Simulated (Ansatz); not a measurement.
# NbCu (Fm-3m) in Ansatz: settings compared

The runs below take NbCu through relaxation of cell and atoms, with PBEsol, RPBE.

All numbers are computed with Ansatz 0.2.0; they aren't measurements. Logs are shortened: lines on timing, memory, paths and dates and some standing lists are left out, and cuts for length are marked.

## (1) The crystal as given

It takes space group Fm-3m (No. 225, cubic). Conventional cell: a = 5.124 Å, b = 5.124 Å, c = 5.124 Å, α = 90.00°, β = 90.00°, γ = 90.00°. Nb (site symmetry m-3m) has 6 Cu at 2.56 Å as nearest neighbours. Cu (site symmetry m-3m) has 6 Nb at 2.56 Å as nearest neighbours.

The cell was built by a generator and needn't be a form met in nature.

## (2) Relaxation of cell and atoms, PBEsol

input.yaml

```yaml
crystal:
  lattice:
    - [0.0, 2.56221, 2.56221]
    - [2.56221, 0.0, 2.56221]
    - [2.56221, 2.56221, 0.0]
  atoms:
    - { symbol: Nb, position: [0.0, 0.0, 0.0] }
    - { symbol: Cu, position: [0.5, 0.5, 0.5] }
hamiltonian:
  xc: pbesol
  pseudopotentials: { kind: paw }
kpoints:
  mp_grid: { grid: [9, 9, 9] }
scf:
  occupations: { method: fermi_dirac, width: 0.05 }
output:
  forces: true
  stress: true
  eigenvalues: true
  write_density: true
  write_potential: true
  elf: true
  volumetric_format: npy
relax:
  f_tol: 0.01
  max_steps: 40
  cell: { stress_tol: 0.05 }
```

Potentials or basis: Ansatz PAW.

Started as:

```console
$ ansatz run input.yaml --threads 2 --pin off --max-ram 5632MiB --backend cpu --events-out ev --progress --plain --runs-dir out
```

The program printed:

```text
Warning: RAYON_NUM_THREADS=2 ignored (pool sized by the plan → 2); use --threads N
Engine: ansatz 0.2.0, aarch64-unknown-linux-gnu
Pseudopotentials: kind: paw
Pseudopotential: Nb, paw, valence charge 13, recommended cutoff 420 eV (normal), Nb.paw.azcp
Pseudopotential: Cu, paw, valence charge 19, recommended cutoff 420 eV (normal), Cu.paw.azcp
Functional definition: PBEsol
  exchange = pbesol_x
  correlation = pbesol_c
Crystal: 2 atoms, lattice volume = 33.641 Å³
Basis set: ecut = 420 eV, 645 PW (Γ), exchange–correlation on 50×50×50 points (8 copies of the dense FFT grid, shifted against one another)
Bands: 20, of which v1, the nominal top of the filled ones, is band 16 counted from 1 (15 counted from 0)
Symmetry: 48 space group operations
Space group: Fm-3m (ITA 225), of the structure as read, at distance tolerance 3.2e-5 Å
k-points: 35 of 729
Non-local potential: Nb, projectors of the file, l = 0: 3, l = 1: 2, l = 2: 2, l = 3: 1
Non-local potential: Cu, projectors of the file, l = 0: 3, l = 1: 2, l = 2: 3, l = 3: 1
PAW form: soft (Blöchl's): semilocal exchange-correlation on the pseudo side does not see the compensation charge
PAW frozen core: Nb, regenerated for the run's functional, and the local potential with it (the file was generated under x = pbe(κ = 0.804, μ = 0.2195149727645171), c = pbe(β = 0.06672455060314922))
PAW frozen core: Cu, regenerated for the run's functional, and the local potential with it (the file was generated under x = pbe(κ = 0.804, μ = 0.2195149727645171), c = pbe(β = 0.06672455060314922))
PAW one-centre angular grid: Nb, 590 points (default); XC on 64 Gauss nodes
PAW one-centre angular grid: Cu, 590 points (default); XC on 64 Gauss nodes
Initial density: superposition of atomic densities (neutral atoms: chi_scale 0, normalization atom), corrected by the library's trained network
Initial wavefunctions: pseudopotential atomic-orbital guess
Functional: x = pbesol(κ = 0.804, μ = 0.12345679012345678), c = pbesol(β = 0.046)
SCF iter   1: F=—  HF=-11082.707958 eV  |F-HF|=—  |Δ(HF+E_count)|=         —  Δρ=1.42e-2  dr2=4.25e-2  ethr=1.77e-3  ⟨swp⟩=5.3  Hψ=2874  notcnv=0
preconditioner: auto → Kerker (q_TF=auto, 2.706 Å⁻¹)  [metal: Δε(μ)=0.026 eV  Ē_g=5.479 eV  σ=0.050 eV  W_gap=0.13  n_scr=14 (ndim 8)  ℏωp=25.6 eV  f_vac=0.000  D(μ)=2.88/eV (n_scr^D=26)]
SCF iter   2: F=—  HF=-11082.701113 eV  |F-HF|=—  |Δ(HF+E_count)|=   6.84e-3  Δρ=2.81e-3  dr2=2.96e-3  ethr=1.33e-4  ⟨swp⟩=2.0  Hψ=1359  notcnv=0
SCF iter   3: F=—  HF=-11082.700287 eV  |F-HF|=—  |Δ(HF+E_count)|=   8.26e-4  Δρ=1.97e-3  dr2=1.31e-3  ethr=9.26e-6  ⟨swp⟩=2.5  Hψ=1035  notcnv=0
SCF iter   4: F=—  HF=-11082.699889 eV  |F-HF|=—  |Δ(HF+E_count)|=   3.98e-4  Δρ=3.73e-4  dr2=3.78e-5  ethr=4.11e-6  ⟨swp⟩=2.0  Hψ=974  notcnv=0
SCF iter   5: F=—  HF=-11082.699893 eV  |F-HF|=—  |Δ(HF+E_count)|=   4.27e-6  Δρ=1.54e-4  dr2=6.63e-6  ethr=1.18e-7  ⟨swp⟩=2.0  Hψ=913  notcnv=0
SCF iter   6: F=—  HF=-11082.699893 eV  |F-HF|=—  |Δ(HF+E_count)|=   2.52e-7  Δρ=2.44e-5  dr2=1.89e-7  ethr=2.07e-8  ⟨swp⟩=2.3  Hψ=918  notcnv=0
SCF iter   7: F=-11082.699893 eV  HF=-11082.699893 eV  |F-HF|=6.03e-8  |Δ(HF+E_count)|=   6.69e-8  Δρ=1.38e-5  dr2=5.05e-8  ethr=3.13e-10  ⟨swp⟩=7.8  Hψ=4510  notcnv=0
SCF 1 converged in 7 iterations: F = -11082.699893 eV  dr2 = 5.05e-8
relax step   1: F+E_penalty+E_count = -11082.69989293 eV  Δ(F+E_penalty+E_count) = +0.000e0 eV  max|allowed force component| = 4.720e-29 eV/Å  Δτ_max = 0.0000 Å  P = -5.792 GPa  Ω = 33.641 Å³  (7 SCF iters, dr2 threshold 1.00e-7 eV, accepted)
Crystal: 2 atoms, lattice volume = 31.874 Å³
Basis set: ecut = 420 eV, 609 PW (Γ), exchange–correlation on 50×50×50 points (8 copies of the dense FFT grid, shifted against one another)
Initial density: handed on by an earlier stage of this run
Initial wavefunctions: those handed on with the density
iter 1 solved again at ethr=5.72e-4 eV; its pass at ethr=3.10e-3 eV (dr2=1.83e-1 eV) is discarded
SCF iter   1: F=—  HF=-11082.744283 eV  |F-HF|=—  |Δ(HF+E_count)|=         —  Δρ=2.73e-2  dr2=1.83e-1  ethr=5.72e-4  ⟨swp⟩=1.0  Hψ=3696  notcnv=0
preconditioner: auto → Kerker (q_TF=auto, 2.730 Å⁻¹)  [metal: Δε(μ)=0.049 eV  Ē_g=5.674 eV  σ=0.050 eV  W_gap=0.24  n_scr=14 (ndim 8)  ℏωp=26.3 eV  f_vac=0.000  D(μ)=2.57/eV (n_scr^D=26)]
SCF iter   2: F=—  HF=-11082.724847 eV  |F-HF|=—  |Δ(HF+E_count)|=   1.94e-2  Δρ=5.08e-3  dr2=1.09e-2  ethr=5.72e-4  ⟨swp⟩=2.1  Hψ=984  notcnv=0
SCF iter   3: F=—  HF=-11082.721852 eV  |F-HF|=—  |Δ(HF+E_count)|=   2.99e-3  Δρ=3.62e-3  dr2=5.10e-3  ethr=3.39e-5  ⟨swp⟩=2.2  Hψ=1123  notcnv=0
SCF iter   4: F=—  HF=-11082.721260 eV  |F-HF|=—  |Δ(HF+E_count)|=   5.93e-4  Δρ=7.77e-4  dr2=1.42e-4  ethr=1.59e-5  ⟨swp⟩=2.0  Hψ=836  notcnv=0
SCF iter   5: F=—  HF=-11082.721351 eV  |F-HF|=—  |Δ(HF+E_count)|=   9.18e-5  Δρ=1.35e-4  dr2=6.74e-6  ethr=4.45e-7  ⟨swp⟩=2.0  Hψ=1256  notcnv=0
SCF iter   6: F=—  HF=-11082.721352 eV  |F-HF|=—  |Δ(HF+E_count)|=   1.05e-6  Δρ=4.44e-5  dr2=7.34e-7  ethr=2.11e-8  ⟨swp⟩=2.3  Hψ=953  notcnv=0
SCF iter   7: F=-11082.721352 eV  HF=-11082.721352 eV  |F-HF|=1.05e-8  |Δ(HF+E_count)|=   2.63e-7  Δρ=1.15e-5  dr2=3.61e-8  ethr=6.25e-10  ⟨swp⟩=8.5  Hψ=4724  notcnv=0
SCF 2 converged in 7 iterations: F = -11082.721352 eV  dr2 = 3.61e-8
relax step   2: F+E_penalty+E_count = -11082.72135213 eV  Δ(F+E_penalty+E_count) = -2.146e-2 eV  max|allowed force component| = 1.252e-28 eV/Å  Δτ_max = 0.0000 Å  P = +2.383 GPa  Ω = 31.874 Å³  energy of the carried Pulay correction = +4.164e-4 eV  (7 SCF iters, dr2 threshold 2.00e-7 eV, accepted)
Crystal: 2 atoms, lattice volume = 32.370 Å³
iter 1 solved again at ethr=4.74e-5 eV; its pass at ethr=3.10e-3 eV (dr2=1.52e-2 eV) is discarded
SCF iter   1: F=—  HF=-11082.726590 eV  |F-HF|=—  |Δ(HF+E_count)|=         —  Δρ=7.77e-3  dr2=1.51e-2  ethr=4.74e-5  ⟨swp⟩=1.0  Hψ=3685  notcnv=0
preconditioner: auto → Kerker (q_TF=auto, 2.723 Å⁻¹)  [metal: Δε(μ)=0.043 eV  Ē_g=5.800 eV  σ=0.050 eV  W_gap=0.21  n_scr=14 (ndim 8)  ℏωp=26.1 eV  f_vac=0.000  D(μ)=3.03/eV (n_scr^D=26)]
SCF iter   2: F=—  HF=-11082.724908 eV  |F-HF|=—  |Δ(HF+E_count)|=   1.68e-3  Δρ=1.29e-3  dr2=7.49e-4  ethr=4.73e-5  ⟨swp⟩=2.1  Hψ=878  notcnv=0
SCF iter   3: F=—  HF=-11082.724656 eV  |F-HF|=—  |Δ(HF+E_count)|=   2.51e-4  Δρ=1.01e-3  dr2=4.19e-4  ethr=2.34e-6  ⟨swp⟩=2.0  Hψ=867  notcnv=0
SCF iter   4: F=—  HF=-11082.724606 eV  |F-HF|=—  |Δ(HF+E_count)|=   5.00e-5  Δρ=2.43e-4  dr2=1.17e-5  ethr=1.31e-6  ⟨swp⟩=2.0  Hψ=864  notcnv=0
SCF iter   5: F=—  HF=-11082.724614 eV  |F-HF|=—  |Δ(HF+E_count)|=   7.87e-6  Δρ=5.20e-5  dr2=1.21e-6  ethr=3.66e-8  ⟨swp⟩=2.1  Hψ=1215  notcnv=0
SCF iter   6: F=-11082.724614 eV  HF=-11082.724614 eV  |F-HF|=2.18e-8  |Δ(HF+E_count)|=   2.23e-7  Δρ=1.17e-5  dr2=4.79e-8  ethr=6.25e-10  ⟨swp⟩=8.7  Hψ=4684  notcnv=0
SCF 3 converged in 6 iterations: F = -11082.724614 eV  dr2 = 4.79e-8
relax step   3: F+E_penalty+E_count = -11082.72461400 eV  Δ(F+E_penalty+E_count) = -3.262e-3 eV  max|allowed force component| = 7.626e-29 eV/Å  Δτ_max = 0.0000 Å  P = -0.162 GPa  Ω = 32.370 Å³  energy of the carried Pulay correction = +2.974e-4 eV  (6 SCF iters, dr2 threshold 2.00e-7 eV, accepted)
Crystal: 2 atoms, lattice volume = 32.338 Å³
iter 1 solved again at ethr=1.90e-7 eV; its pass at ethr=3.10e-3 eV (dr2=6.10e-5 eV) is discarded
SCF iter   1: F=—  HF=-11082.724646 eV  |F-HF|=—  |Δ(HF+E_count)|=         —  Δρ=4.95e-4  dr2=6.12e-5  ethr=1.90e-7  ⟨swp⟩=1.0  Hψ=3000  notcnv=0
preconditioner: auto → Kerker (q_TF=auto, 2.724 Å⁻¹)  [metal: Δε(μ)=0.028 eV  Ē_g=5.746 eV  σ=0.050 eV  W_gap=0.14  n_scr=14 (ndim 8)  ℏωp=26.1 eV  f_vac=0.000  D(μ)=2.96/eV (n_scr^D=26)]
SCF iter   2: F=—  HF=-11082.724639 eV  |F-HF|=—  |Δ(HF+E_count)|=   6.51e-6  Δρ=8.03e-5  dr2=2.83e-6  ethr=1.90e-7  ⟨swp⟩=1.9  Hψ=787  notcnv=0
SCF iter   3: F=—  HF=-11082.724638 eV  |F-HF|=—  |Δ(HF+E_count)|=   8.85e-7  Δρ=6.17e-5  dr2=1.54e-6  ethr=8.84e-9  ⟨swp⟩=2.0  Hψ=885  notcnv=0
iter 4 did not close the SCF: its close was put off for the readings that it lacked (scf_convergence_deferred on its scf_iter line)
SCF iter   4: F=-11082.724638 eV  HF=-11082.724638 eV  |F-HF|=1.41e-8  |Δ(HF+E_count)|=   1.63e-7  Δρ=1.43e-5  dr2=3.50e-8  ethr=4.83e-9  ⟨swp⟩=2.1  Hψ=865  notcnv=0
iter 5 did not close the SCF: its close was put off for the readings that it lacked (scf_convergence_deferred on its scf_iter line)
SCF iter   5: F=-11082.724638 eV  HF=-11082.724638 eV  |F-HF|=1.97e-9  |Δ(HF+E_count)|=   3.48e-8  Δρ=3.09e-6  dr2=4.09e-9  ethr=1.09e-10  ⟨swp⟩=2.0  Hψ=1218  notcnv=0
SCF iter   6: F=-11082.724638 eV  HF=-11082.724638 eV  |F-HF|=1.13e-10  |Δ(HF+E_count)|=  4.24e-10  Δρ=6.51e-7  dr2=1.62e-10  ethr=1.28e-11  ⟨swp⟩=4.6  Hψ=3387  notcnv=0
SCF 4 converged in 6 iterations: F = -11082.724638 eV  dr2 = 1.62e-10
relax step   4: F+E_penalty+E_count = -11082.72463808 eV  Δ(F+E_penalty+E_count) = -2.408e-5 eV  max|allowed force component| = 4.481e-28 eV/Å  Δτ_max = 0.0000 Å  P = -0.004 GPa  Ω = 32.338 Å³  energy of the carried Pulay correction = +3.050e-4 eV  (6 SCF iters, dr2 threshold 6.53e-8 eV, accepted)
Basis set: ecut = 420 eV, 609 PW (Γ), exchange–correlation on 48×48×48 points (8 copies of the dense FFT grid, shifted against one another)
Initial wavefunctions: pseudopotential atomic-orbital guess (no wavefunctions were taken with the density)
iter 1 solved again at ethr=5.37e-8 eV; its pass at ethr=3.10e-3 eV (dr2=1.72e-5 eV) is discarded
SCF iter   1: F=—  HF=-11082.724306 eV  |F-HF|=—  |Δ(HF+E_count)|=         —  Δρ=6.59e-5  dr2=1.69e-7  ethr=5.37e-8  ⟨swp⟩=3.0  Hψ=4900  notcnv=0
preconditioner: auto → Kerker (q_TF=auto, 2.724 Å⁻¹)  [metal: Δε(μ)=0.028 eV  Ē_g=5.749 eV  σ=0.050 eV  W_gap=0.14  n_scr=14 (ndim 8)  ℏωp=26.1 eV  f_vac=0.000  D(μ)=2.97/eV (n_scr^D=26)]
SCF iter   2: F=—  HF=-11082.724298 eV  |F-HF|=—  |Δ(HF+E_count)|=   8.34e-6  Δρ=3.58e-5  dr2=1.32e-7  ethr=5.29e-10  ⟨swp⟩=2.5  Hψ=1205  notcnv=0
SCF iter   3: F=—  HF=-11082.724298 eV  |F-HF|=—  |Δ(HF+E_count)|=   1.94e-8  Δρ=1.21e-5  dr2=1.13e-8  ethr=4.13e-10  ⟨swp⟩=1.0  Hψ=700  notcnv=0
SCF iter   4: F=—  HF=-11082.724298 eV  |F-HF|=—  |Δ(HF+E_count)|=  8.73e-11  Δρ=7.61e-7  dr2=2.01e-10  ethr=3.55e-11  ⟨swp⟩=2.0  Hψ=955  notcnv=0
SCF iter   5: F=—  HF=-11082.724298 eV  |F-HF|=—  |Δ(HF+E_count)|=  2.46e-10  Δρ=5.99e-7  dr2=3.19e-11  ethr=1.00e-12  ⟨swp⟩=2.0  Hψ=1245  notcnv=0
SCF iter   6: F=-11082.724298 eV  HF=-11082.724298 eV  |F-HF|=3.64e-12  |Δ(HF+E_count)|=  5.46e-12  Δρ=5.21e-8  dr2=3.95e-13  ethr=1.00e-12  ⟨swp⟩=5.0  Hψ=2782  notcnv=0
SCF 5 converged in 6 iterations: F = -11082.724298 eV  dr2 = 3.95e-13
relax step   5: F+E_penalty+E_count = -11082.72429781 eV  Δ(F+E_penalty+E_count) = +3.403e-4 eV  max|allowed force component| = 2.966e-28 eV/Å  Δτ_max = 0.0000 Å  P = +0.004 GPa  Ω = 32.338 Å³  stress off target by 3.55e-3 GPa  SCF on the basis re-selected at this cell (its energy is not comparable with the rows above)  (6 SCF iters)
basis re-selected at this cell: Δ(F+E_penalty+E_count) = +3.403e-4 eV, ΔP = +0.007 GPa vs the last step (what re-selecting the basis moved, of the pressure what is left beyond the Pulay correction that the steps carried, after the strain that the cell walked since its last selection, with what the two solves' SCF thresholds leave and, on support functions, any second-order correction that the steps lacked; it is no measure of the basis error at this ecutwfc). The dense FFT grid was sized anew with the basis: this SCF ran on 24×24×24 points, the steps before it on 25×25×25, so part of this shift can come from that change (see relax.cell in the input reference). This SCF's stress stands 3.55e-3 GPa from its target on what of the cell is left free (relax.cell.stress_tol is 5.00e-2 GPa) and its largest allowed force component is 2.97e-28 eV/Å (relax.f_tol is 1.00e-2 eV/Å): within both
SCF converged after 6 iterations
Free energy (F): -11082.724298 eV
Harris-Foulkes:  -11082.724298 eV  (|F-HF|=3.64e-12)
Internal energy: -11082.700485 eV  (E = F + TS)
E sigma→0 (E₀):  -11082.712391 eV
Entropy (-TS):   -0.023813 eV (-11.906 meV/atom)
Fermi energy:    15.776126 eV
--- Per-component energies (eV) ---
  E_band       = -489.645352
  E_kinetic    = 692.392596
  E_local      = -5493.777231  (includes V_loc(G=0)·N_el)
  E_nonlocal   = 503.926150
  E_hartree    = 2339.500728
  E_xc         = -263.311804
  E_vxc        = -327.640142  (∫ρ·V_xc dr)
  E_paw        = -4636.052855  (= ΣΔE_a)
  E_vpaw       = -543.548448  (= ΣTr[D̂ρ^β])
  E_aug_tail   = 0.000264  (compensation charges beyond the density's cutoff)
  E_ewald      = -4225.773244
  E_core_change = 0.394911  (= ΣΔE_core)
  E_smearing   = -0.023813  (= −TS)
  E_closure    = 0.000000  (closes the sum)
  Σ components = -11082.724298   (vs F -11082.724298, Δ=0.00e0)
--- Forces (eV/Å), atoms counted from 1 ---
  atom   1  Nb    -0.00000000     0.00000000     0.00000000
  atom   2  Cu     0.00000000    -0.00000000    -0.00000000
  max |Σ_I F_I| component: 5.51e-28 eV/Å
--- Stress (GPa, compression-positive) ---
        0.003553      -0.000000      -0.000000
       -0.000000       0.003553      -0.000000
       -0.000000      -0.000000       0.003553
  P = ⅓ Tr σ = 0.0036 GPa (0.036 kbar)
--- Band table (eV; the first three rows and the last of 35) ---
  k-point 0: bands = ["-97.2449", "-54.7485", "-54.7485", "-54.7485", "-39.1417", "-15.1185", "-15.1185", "-15.1185", "8.5068", "11.3066", "11.3066", "11.6302", "11.6302", "11.6302", "16.8653", "16.8653", "16.8653", "18.3539", "18.3539", "24.7547"]
  k-point 1: bands = ["-97.2449", "-54.7487", "-54.7485", "-54.7485", "-39.1391", "-15.1453", "-15.1232", "-15.1232", "8.7816", "11.3915", "11.3915", "11.6354", "11.7118", "11.7118", "16.5854", "16.8296", "16.8296", "17.9827", "17.9827", "24.1224"]
  k-point 2: bands = ["-97.2448", "-54.7492", "-54.7485", "-54.7485", "-39.1327", "-15.2125", "-15.1352", "-15.1352", "9.5598", "11.6320", "11.6320", "11.6681", "11.9267", "11.9267", "15.8925", "16.4139", "16.4139", "17.5656", "17.5656", "22.7310"]
  k-point 34: bands = ["-97.2448", "-54.7495", "-54.7493", "-54.7490", "-39.1154", "-15.2731", "-15.2449", "-15.2030", "11.5678", "11.6946", "11.9061", "11.9157", "12.6019", "12.7309", "14.8304", "15.3278", "15.7428", "18.1573", "19.3849", "20.4168"]
--- Relaxed structure (4 steps of the walk, 4 accepted, 1 SCFs on fresh bases) ---
  F+E_penalty+E_count = -11082.72429781 eV   max|allowed force component| = 2.966e-28 eV/Å   (the final SCF, on the basis selected at the relaxed cell)
  cell:  # Å, volume = 32.3379 Å³
    - [-1.5604576850742744e-34, 2.5286815221345815, 2.5286815221345815]
    - [2.5286815221345815, 2.4919553848379997e-34, 2.5286815221345815]
    - [2.5286815221345815, 2.5286815221345815, 3.60656801703391e-34]
  atoms:
    - { symbol: Nb, position: [-2.6425809985490084e-36, 3.4255679611236144e-36, 2.4468342579175517e-36] }
    - { symbol: Cu, position: [0.4999999999999999, 0.4999999999999999, 0.4999999999999999] }
```

It took 4.8 s on 2 threads of Arm Neoverse V2, shared host; peak memory 0.32 GiB.

Results:

| Property | Result |
| --- | --- |
| Free energy | -11082.7243 eV |
| Relaxed volume | 16.17 Å³/atom |
| Relaxed cell | a = 3.576 Å, b = 3.576 Å, c = 3.576 Å, α = 60.00°, β = 60.00°, γ = 60.00° |
| Space group after relaxing (to 0.05 Å) | Fm-3m (No. 225) |
| Energy gained by relaxing | 12.2 meV/atom |
| Ionic steps | 5 |
| Pressure after relaxing | 0.0 GPa |
| Band gap on the k mesh | none (metal or under the smearing width) |

The path:
```
step  energy change (eV)  largest force (eV/Å)  volume (Å³)
   1              0.0000                0.0000        33.64
   2             -0.0215                0.0000        31.87
   3             -0.0247                0.0000        32.37
   4             -0.0247                0.0000        32.34
   5             -0.0244                0.0000        32.34
```

Final structure:
```
Nb Cu
1.0
     0.00000    2.52868    2.52868
     2.52868    0.00000    2.52868
     2.52868    2.52868    0.00000
Nb Cu
1 1
Direct
  0.00000 0.00000 0.00000
  0.50000 0.50000 0.50000
```

Caveat: the plane-wave basis is chosen anew once the cell has moved, so the energies of steps on either side of that aren't comparable; the PAW data sets come from PBE, with cores solved anew for the run's functional, which leaves a small shift of forces and pressure.

## (3) Relaxation of cell and atoms, RPBE

Edit input.yaml of step 2 so:

```diff
@@ -9,3 +9,3 @@
 hamiltonian:
-  xc: pbesol
+  xc: rpbe
   pseudopotentials: { kind: paw }
```

Potentials or basis: Ansatz PAW.

Started as:

```console
$ ansatz run input.yaml --threads 2 --pin off --max-ram 5632MiB --backend cpu --events-out ev --progress --plain --runs-dir out
```

Run time: 4 s. Hardware: 2 threads of Arm Neoverse V2, shared host; peak memory 0.32 GiB.

It converged, with:

- Free energy: -11188.1117 eV
- Relaxed volume: 17.21 Å³/atom
- Relaxed cell: a = 3.651 Å, b = 3.651 Å, c = 3.651 Å, α = 60.00°, β = 60.00°, γ = 60.00°
- Space group after relaxing (to 0.05 Å): Fm-3m (No. 225)
- Energy gained by relaxing: 3.7 meV/atom
- Ionic steps: 4
- Pressure after relaxing: 0.0 GPa
- Band gap on the k mesh: none (metal or under the smearing width)

The path:
```tsv
step	energy change (eV)	largest force (eV/Å)	volume (Å³)
1	0.0000	0.0000	33.64
2	-0.0065	0.0000	34.63
3	-0.0071	0.0000	34.41
4	-0.0073	0.0000	34.41
```

Final structure:
```
CELL_PARAMETERS angstrom
0.00000 2.58169 2.58169
2.58169 0.00000 2.58169
2.58169 2.58169 0.00000
ATOMIC_POSITIONS crystal
Nb 0.00000 0.00000 0.00000
Cu 0.50000 0.50000 0.50000
```

Levels at points of the mesh, in eV from the Fermi level:
| k point | band 14 | band 15 | band 16 | band 17 | band 18 | band 19 |
| --- | --- | --- | --- | --- | --- | --- |
| (0.00, 0.00, 0.00) | -3.84 | 1.01 | 1.01 | 1.01 | 2.31 | 2.31 |

Caveat: the plane-wave basis is chosen anew once the cell has moved, so the energies of steps on either side of that aren't comparable; the PAW data sets come from PBE, with cores solved anew for the run's functional, which leaves a small shift of forces and pressure.
